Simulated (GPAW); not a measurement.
# In3Pt5 (P-6m2) in GPAW: further runs

The runs below take In3Pt5 through band structure, with PBEsol, LDA.

Program: GPAW 26.7.0. These are calculated values, not measurements. Logs are shortened: lines on timing, memory, paths and dates and some standing lists are left out, and cuts for length are marked. The log counts tension as positive stress, the text compression.

## (1) The crystal as given

Symmetry: P-6m2, No. 187, hexagonal system. The conventional cell has a = 4.116 Å, b = 4.116 Å, c = 11.096 Å, α = 90.00°, β = 90.00°, γ = 120.00°. Pt (site symmetry -6m2) has 6 Pt at 2.73 Å as nearest neighbours. Around Pt (site symmetry 3m) lie 5 Pt at 2.68 to 2.80 Å and 3 In at 2.69 Å. Pt (site symmetry 3m) is surrounded by 6 In at 2.76 to 2.83 Å and 2 Pt at 2.80 to 2.81 Å. Around In (site symmetry 3m) lie 6 Pt at 2.69 to 2.83 Å. In (site symmetry -6m2) has 6 Pt at 2.76 Å as nearest neighbours.

The cell comes from a database or a generator and needn't be the stable form of this composition.

## (2) Band structure, PBEsol

run.py

```python
from ase import Atoms
from ase.dft.bandgap import bandgap
from ase.io import write
from ase.units import GPa
from gpaw import GPAW, PW, setup_paths

setup_paths.insert(0, '.')

atoms = Atoms(['Pt', 'Pt', 'Pt', 'Pt', 'Pt', 'In', 'In', 'In'],
              cell=[[4.1162674312, 0.0, 0.0],
                    [-2.0581337156, 3.5647921642, 0.0],
                    [0.0, 0.0, 11.095719]],
              scaled_positions=[[0.0, 0.0, 0.0],
                                [0.3333333333, 0.6666666667, 0.879164],
                                [0.3333333333, 0.6666666667, 0.373223],
                                [0.3333333333, 0.6666666667, 0.626777],
                                [0.3333333333, 0.6666666667, 0.120836],
                                [0.6666666667, 0.3333333333, 0.765208],
                                [0.6666666667, 0.3333333333, 0.234792],
                                [0.0, 0.0, 0.5]],
              pbc=True)

calc = GPAW(mode=PW(600),
            xc='PBEsol',
            kpts={'size': (5, 5, 2), 'gamma': True},
            occupations={'name': 'fermi-dirac', 'width': 0.05},
            nbands=94,
            convergence={'density': 1e-05, 'energy': 1e-05},
            maxiter=150,
            txt='gpaw.txt')
atoms.calc = calc
energy = atoms.get_potential_energy()
forces = atoms.get_forces()
stress = atoms.get_stress()
calc.write('gs.gpw')
write('result.traj', atoms)
print(f'Energy: {energy:.6f} eV')
print('Forces (eV/A):')
print(forces.round(4))
print('Stress (GPa):', (stress / GPa).round(3))
print('Fermi level:', round(calc.get_fermi_level(), 4), 'eV')
print(f'Gap: {bandgap(calc)[0]:.4f} eV, direct: {bandgap(calc, direct=True)[0]:.4f} eV')

path = atoms.cell.bandpath('GMKGALHA,LM,KH', npoints=60, eps=1e-4)
bs_calc = calc.fixed_density(kpts=path, symmetry='off', nbands=132,
                             convergence={'bands': 'CBM+6.0', 'eigenstates': 1e-6}, txt='bands.txt')
bs = bs_calc.band_structure()
bs.write('bs.json')
print(f'Gap on the path: {bandgap(bs_calc)[0]:.4f} eV')
```

Potentials or basis: PAW data sets generated in the run's folder for this functional, pw.

The run is started by

```
> gpaw-setup -f PBEsol In Pt
> OMP_NUM_THREADS=1 python run.py
```

gpaw.txt:

```text
__  _  _
 | _ |_)|_||  |
 |__||  | ||/\| - 26.7.0

Input parameters:
  mode=PW(ecut=600.0),
  convergence={'density': 1e-05, 'energy': 1e-05},
  kpts=MonkhorstPack(size=(5, 5, 2), gamma=True),
  maxiter=150,
  nbands=94,
  occupations=Occupations(name='fermi-dirac', width=0.05),
  xc=XC(name='PBEsol')

Diagonalizing LCAO Hamiltonian
Converting LCAO to pw mode

         Pt

             In
         Pt

       In
         Pt

             In
         Pt

       Pt

Atoms  # Å, Bohr magnetons
|   | symbol |         x |        y |        z |    initial magnetic moments |
|---|--------|-----------|----------|----------|-----------------------------|
| 0 |     Pt |  0.000000 | 0.000000 | 0.000000 | ( 0.0000,  0.0000,  0.0000) |
| 1 |     Pt | -0.000000 | 2.376528 | 9.754957 | ( 0.0000,  0.0000,  0.0000) |
| 2 |     Pt | -0.000000 | 2.376528 | 4.141178 | ( 0.0000,  0.0000,  0.0000) |
| 3 |     Pt | -0.000000 | 2.376528 | 6.954541 | ( 0.0000,  0.0000,  0.0000) |
| 4 |     Pt | -0.000000 | 2.376528 | 1.340762 | ( 0.0000,  0.0000,  0.0000) |
| 5 |     In |  2.058134 | 1.188264 | 8.490533 | ( 0.0000,  0.0000,  0.0000) |
| 6 |     In |  2.058134 | 1.188264 | 2.605186 | ( 0.0000,  0.0000,  0.0000) |
| 7 |     In |  0.000000 | 0.000000 | 5.547860 | ( 0.0000,  0.0000,  0.0000) |

Unit cell  # Å
| periodic |         x |        y |         z |   lengths |     angles |
|----------|-----------|----------|-----------|-----------|------------|
|      yes |  4.116267 | 0.000000 |  0.000000 |  4.116267 |  90.000000 |
|      yes | -2.058134 | 3.564792 |  0.000000 |  4.116267 |  90.000000 |
|      yes |  0.000000 | 0.000000 | 11.095719 | 11.095719 | 120.000000 |

Number of symmetries: 12
Symmetry operations  # r_c * U_cc + t_c -> r_c
|    | kind |            matrix            |
|----|------|------------------------------|
|  0 |  σ   |  1, 1, 0,  0,-1, 0,  0, 0, 1 |
|  1 |  C2  |  1, 1, 0,  0,-1, 0,  0, 0,-1 |
|  2 |  E   |  1, 0, 0,  0, 1, 0,  0, 0, 1 |
|  3 |  σ   |  1, 0, 0,  0, 1, 0,  0, 0,-1 |
|  4 |  C3  |  0, 1, 0, -1,-1, 0,  0, 0, 1 |
|  5 |  S3  |  0, 1, 0, -1,-1, 0,  0, 0,-1 |
|  6 |  σ   |  0,-1, 0, -1, 0, 0,  0, 0, 1 |
|  7 |  C2  |  0,-1, 0, -1, 0, 0,  0, 0,-1 |
|  8 |  σ   | -1, 0, 0,  1, 1, 0,  0, 0, 1 |
|  9 |  C2  | -1, 0, 0,  1, 1, 0,  0, 0,-1 |
| 10 |  C3  | -1,-1, 0,  1, 0, 0,  0, 0, 1 |
| 11 |  S3  | -1,-1, 0,  1, 0, 0,  0, 0,-1 |

BZ-sampling:
  Number of BZ points: 50
  Number of IBZ points: 10

  Monkhorst-Pack size: [5, 5, 2]
  Monkhorst-Pack shift: [0.0, 0.0, 0.25]

K-points  # in reciprocal-cell coordinates
|   |                                coordinates |     weight |
|---|--------------------------------------------|------------|
| 0 | (  0.00000000,   0.00000000,   0.00000000) | 0.02000000 |
| 1 | (  0.00000000,   0.00000000,   0.50000000) | 0.02000000 |
| 2 | (  0.20000000,   0.00000000,   0.00000000) | 0.12000000 |
| 3 | (  0.20000000,   0.00000000,   0.50000000) | 0.12000000 |
| 4 | (  0.40000000,  -0.20000000,   0.00000000) | 0.12000000 |
| 5 | (  0.40000000,  -0.20000000,   0.50000000) | 0.12000000 |
| 6 | (  0.40000000,   0.00000000,   0.00000000) | 0.12000000 |
| 7 | (  0.40000000,   0.00000000,   0.50000000) | 0.12000000 |
| 8 | (  0.40000000,   0.40000000,   0.00000000) | 0.12000000 |
| 9 | (  0.40000000,   0.40000000,   0.50000000) | 0.12000000 |

Plane wave coefficients: 5480
Cutoff: 600.0 eV

Spin-components: 1 (collinear spins)
Bands:           94
Projectors:      48
Spin-degeneracy: 2
Datatype:        complex128

Parallelization:
  kpt:    1
  domain: 1
  band:   1

Density:
  Valence electrons: 119.0
  Components: 1
  Grid points: [24 24 63]
  Charge: 0.0  # |e|

Potential:
  Grid points: [24 24 63]

species:
  Pt:
    name:    Platinum
    Z:       78.0
    valence: 16
    core:    62
    charge:  0.0  # [|e|]
    compensation charges:
      type: gauss
      rc: 0.41  # [Å]
      lmax: 2
    cutoffs:
      filter: 2.26  # [Å]
      core: 2.26  # [Å]
    projectors
    | kind |    occ | energy [eV] | rcut [Å] |
    |------|--------|-------------|----------|
    |   6s |  1.000 |      -5.666 |    1.307 |
    |   5p |  6.000 |     -56.073 |    1.371 |
    |   6p |  0.000 |      -0.783 |    1.371 |
    |   5d |  9.000 |      -6.179 |    1.307 |
    |    s |        |      21.545 |    1.307 |
    |    d |        |      21.032 |    1.307 |

    Using partial waves for Pt as LCAO basis

  In:
    name:    Indium
    Z:       49.0
    valence: 13
    core:    36
    charge:  0.0  # [|e|]
    compensation charges:
      type: gauss
      rc: 0.36  # [Å]
      lmax: 2
    cutoffs:
      filter: 2.09  # [Å]
      core: 2.48  # [Å]
    projectors
    | kind |    occ | energy [eV] | rcut [Å] |
    |------|--------|-------------|----------|
    |   5s |  2.000 |      -8.248 |    1.185 |
    |   5p |  1.000 |      -2.521 |    1.244 |
    |   4d | 10.000 |     -18.596 |    1.148 |
    |    s |        |      18.964 |    1.185 |
    |    p |        |      24.691 |    1.244 |
    |    d |        |       8.615 |    1.148 |

    Using partial waves for In as LCAO basis

Reference energy: -2980885.782674  # eV

eigensolver:
  PPCG
  Converge bands: occupied
  niter=2

density mixing:
  MSR1-Mixer
  Pratt-step length: 0.05
  Maximum mixing coefficient: 0.75
  Old densities: 10
  SVD Regularization: 0.005
  Good broyden scale: 1.0
  Trust region scale: 1.0
  Backstep threshold: 4.0
  History deletion threshold: 6.0
  Fourier metric: weight=20.0, sigma=0.015

occupation numbers:
  Fermi-Dirac:
    width: 0.0500  # eV

poisson solver:
  ecut: 4800.0  # eV

xc functional:
  name: PBEsol with 2 nearest neighbor stencil

convergence criteria:
- Maximum integral of absolute [dens]ity change: 1e-05 electrons / valence electron
- Maximum [total energy] change in last 3 cyles: 1e-05 eV / valence electron
- Maximum integral of absolute [eigenst]ate change: 4e-08 eV^2 / valence electron
maximum number of iterations: 150

SCF iterations
|iter     | |      energy | eigst |  dens |
|---------|-|-------------|-------|-------|
|iter:   1| |  -50.022306 | +0.34 |       |
|iter:   2| |  -49.427737 | -1.62 | -1.24 |
|iter:   3| |  -49.961404 | -1.87 | -1.32 |
|iter:   4| |  -48.062765 | -1.98 | -1.34 |
|iter:   5| |  -47.994289 | -2.47 | -1.86 |
|iter:   6| |  -47.916155 | -3.05 | -1.94 |
|iter:   7| |  -47.910003 | -3.43 | -2.23 |
|iter:   8| |  -47.908885 | -4.13 | -2.73 |
|iter:   9| |  -47.909315c| -4.64 | -3.20 |
|iter:  10| |  -47.909395c| -5.28 | -3.67 |
|iter:  11| |  -47.909418c| -6.10 | -4.12 |
|iter:  12| |  -47.909422c| -6.68 | -4.63 |
|iter:  13| |  -47.909423c| -7.56c| -5.01c|

Converged in 13 steps
Energy contributions relative to reference atoms: (reference = -2980885.782674)

Energy contributions:
  Kinetic:         -24.689433
  Coulomb:          15.599134
  Zero:             -2.466355
  External:          0.000000
  Xc:              -36.330929
  Entropy:          -0.043681
  Spinorbit:         0.000000
  ----------------------------
  Free energy:     -47.931263
  Extrapolated:    -47.909423

dipole moment: (-16.070612, -22.904781, -37.793116)  # |e|*Ang

Fermi level: 7.825
Eigenvalues  # (at kpt = [0.000, 0.000, 0.000])
| band index |      eig [eV] | occ [0-2] |
|------------|---------------|-----------|
|          0 |       -44.538 |     2.000 |
|        ... |               |           |
|         51 |         5.567 |     2.000 |
|         52 |         6.658 |     2.000 |
|         53 |         6.658 |     2.000 |
|         54 |         6.973 |     2.000 |
|         55 |         7.173 |     2.000 |
|         56 |         7.173 |     2.000 |
|         57 |         7.725 |     1.761 |
|         58 |         7.725 |     1.761 |
|         59 |         9.874 |     0.000 |
|         60 |        11.997 |     0.000 |
|         61 |        12.178 |     0.000 |
|         62 |        12.560 |     0.000 |
|         63 |        12.560 |     0.000 |
|         64 |        14.159 |     0.000 |
|         65 |        14.159 |     0.000 |
|         66 |        14.334 |     0.000 |
|        ... |               |           |
|         93 |        24.795 |     0.000 |

No gap
No difference between direct/indirect transitions

Forces  # eV/Ang
|        x |        y |        z |
|----------|----------|----------|
| -0.00000 |  0.00000 |  0.00000 |  # Pt   0
|  0.00000 | -0.00000 |  0.25406 |  # Pt   1
|  0.00000 |  0.00000 | -0.05907 |  # Pt   2
|  0.00000 |  0.00000 |  0.05907 |  # Pt   3
|  0.00000 | -0.00000 | -0.25406 |  # Pt   4
|  0.00000 | -0.00000 |  0.05693 |  # In   5
|  0.00000 | -0.00000 | -0.05693 |  # In   6
|  0.00000 |  0.00000 |  0.00000 |  # In   7

Stress tensor  # eV/Ang^3
|        x |        y |        z |
|----------|----------|----------|
| 0.036954 | 0.000000 | 0.000000 |
| 0.000000 | 0.036954 | 0.000000 |
| 0.000000 | 0.000000 | 0.049012 |

# Writing to gs.gpw (mode='')
```

stdout:

```text
Energy: -47.909423 eV
Forces (eV/A):
[[-0.      0.      0.    ]
 [ 0.     -0.      0.2541]
 [ 0.      0.     -0.0591]
 [ 0.      0.      0.0591]
 [ 0.     -0.     -0.2541]
 [ 0.     -0.      0.0569]
 [ 0.     -0.     -0.0569]
 [ 0.      0.      0.    ]]
Stress (GPa): [5.921 5.921 7.853 0.    0.    0.   ]
Fermi level: 7.8252 eV
Gap: 0.0000 eV, direct: 0.0000 eV
Gap on the path: 0.0000 eV
```

bands.txt:

```text
Diagonalizing LCAO Hamiltonian
Converting LCAO to pw mode
convergence criteria:
- Maximum integral of absolute [eigenst]ate change: 1e-06 eV^2 / valence electron
maximum number of iterations: 150

SCF iterations
|iter     | |      energy | eigst |  dens |
|---------|-|-------------|-------|-------|
|iter:   1| |             | +0.57 |       |
[... 67 lines left out ...]
         [0.5       , 0.        , 0.5       ],
         [0.5       , 0.        , 0.33333333],
         [0.5       , 0.        , 0.16666667],
         [0.5       , 0.        , 0.        ],
         [0.33333333, 0.33333333, 0.        ],
         [0.33333333, 0.33333333, 0.16666667],
         [0.33333333, 0.33333333, 0.33333333],
         [0.33333333, 0.33333333, 0.5       ]])),
  maxiter=150,
  nbands=132,
  occupations=Occupations(name='fermi-dirac', width=0.05),
  symmetry=Symmetry(point_group=False, time_reversal=False),
  xc=XC(name='PBEsol')
```

It took 12 min on 1 thread of Arm Neoverse V2, shared host; peak memory 1.2 GiB.

Results:

| Item | Value |
| --- | --- |
| Free energy | -47.9313 eV |
| Pressure | -6.6 GPa |
| Largest force | 0.254 eV/Å |
| Band gap along the path | none (metal or under the smearing width) |

Forces on the atoms (eV/Å):
```
Pt   0.000  0.000  0.000
Pt   0.000  0.000  0.254
Pt   0.000  0.000 -0.059
Pt   0.000  0.000  0.059
Pt   0.000  0.000 -0.254
In   0.000  0.000  0.057
In   0.000  0.000 -0.057
In   0.000  0.000  0.000
```

Stress tensor (GPa, compression positive):
```
-5.92  0.00  0.00
 0.00 -5.92  0.00
 0.00  0.00 -7.85
```

Levels at the corners of the path, in eV from the Fermi level:
```tsv
point	band 57	band 58	band 59	band 60	band 61	band 62
Γ	-0.65	-0.10	-0.10	2.05	4.17	4.35
M	-0.76	-0.76	-0.56	-0.42	-0.22	0.94
K	-1.09	-0.99	-0.36	0.23	0.55	0.58
Γ	-0.65	-0.10	-0.10	2.05	4.17	4.35
A	-0.50	-0.17	-0.17	2.26	2.42	4.92
L	-1.05	-1.03	-0.66	-0.54	-0.03	0.51
H	-0.98	-0.51	-0.26	-0.25	-0.15	0.38
A	-0.50	-0.17	-0.17	2.26	2.42	4.92
L	-1.05	-1.03	-0.66	-0.54	-0.03	0.51
M	-0.76	-0.76	-0.56	-0.42	-0.22	0.94
K	-1.09	-0.99	-0.36	0.23	0.55	0.58
H	-0.98	-0.51	-0.26	-0.25	-0.15	0.38
```

Caveat: spin-orbit coupling is left out, which moves the levels of the heavy elements.

## (3) Band structure, LDA

run.py, as its differences from that of step 2:

```diff
@@ -4,5 +4,3 @@
 from ase.units import GPa
-from gpaw import GPAW, PW, setup_paths
-
-setup_paths.insert(0, '.')
+from gpaw import GPAW, PW
 
@@ -23,3 +21,3 @@
 calc = GPAW(mode=PW(600),
-            xc='PBEsol',
+            xc='LDA',
             kpts={'size': (5, 5, 2), 'gamma': True},
```

Potentials or basis: the program's PAW data sets (release 1.2.1) made for this functional, pw.

The run is started by

```
> OMP_NUM_THREADS=1 python run.py
```

Wall time 12 min (1 thread of Arm Neoverse V2, shared host); peak memory 1.2 GiB.

The run converged. Its results:

```yaml
Free_energy: -51.5769 eV
Pressure: -10.2 GPa
Largest_force: 0.282 eV/Å
Band_gap_along_the_path: none (metal or under the smearing width)
```

Forces on the atoms (eV/Å):
```
Pt   0.000  0.000  0.000
Pt   0.000  0.000  0.282
Pt   0.000  0.000 -0.039
Pt   0.000  0.000  0.039
Pt   0.000  0.000 -0.282
In   0.000  0.000  0.098
In   0.000  0.000 -0.098
In   0.000  0.000  0.000
```

Stress tensor (GPa, compression positive):
```
 -9.47   0.00   0.00
  0.00  -9.47   0.00
  0.00   0.00 -11.69
```

Levels at the corners of the path, in eV from the Fermi level:
| point | band 55 | band 56 | band 57 | band 58 | band 59 | band 60 | band 61 | band 62 | band 63 | band 64 |
| --- | --- | --- | --- | --- | --- | --- | --- | --- | --- | --- |
| Γ | -0.86 | -0.65 | -0.65 | -0.10 | -0.10 | 2.04 | 4.08 | 4.27 | 4.71 | 4.71 |
| M | -1.28 | -0.96 | -0.76 | -0.75 | -0.55 | -0.43 | -0.22 | 0.94 | 1.13 | 1.20 |
| K | -1.15 | -1.15 | -1.08 | -0.98 | -0.36 | 0.23 | 0.57 | 0.57 | 0.63 | 0.74 |
| Γ | -0.86 | -0.65 | -0.65 | -0.10 | -0.10 | 2.04 | 4.08 | 4.27 | 4.71 | 4.71 |
| A | -0.71 | -0.50 | -0.50 | -0.17 | -0.17 | 2.21 | 2.37 | 4.89 | 4.89 | 5.95 |
| L | -1.44 | -1.21 | -1.04 | -1.02 | -0.66 | -0.54 | -0.03 | 0.51 | 0.74 | 2.13 |
| H | -1.09 | -1.01 | -0.99 | -0.52 | -0.26 | -0.24 | -0.15 | 0.38 | 0.56 | 1.71 |
| A | -0.71 | -0.50 | -0.50 | -0.17 | -0.17 | 2.21 | 2.37 | 4.89 | 4.89 | 5.95 |
| L | -1.44 | -1.21 | -1.04 | -1.02 | -0.66 | -0.54 | -0.03 | 0.51 | 0.74 | 2.13 |
| M | -1.28 | -0.96 | -0.76 | -0.75 | -0.55 | -0.43 | -0.22 | 0.94 | 1.13 | 1.20 |
| K | -1.15 | -1.15 | -1.08 | -0.98 | -0.36 | 0.23 | 0.57 | 0.57 | 0.63 | 0.74 |
| H | -1.09 | -1.01 | -0.99 | -0.52 | -0.26 | -0.24 | -0.15 | 0.38 | 0.56 | 1.71 |

Caveat: spin-orbit coupling is left out, which moves the levels of the heavy elements.
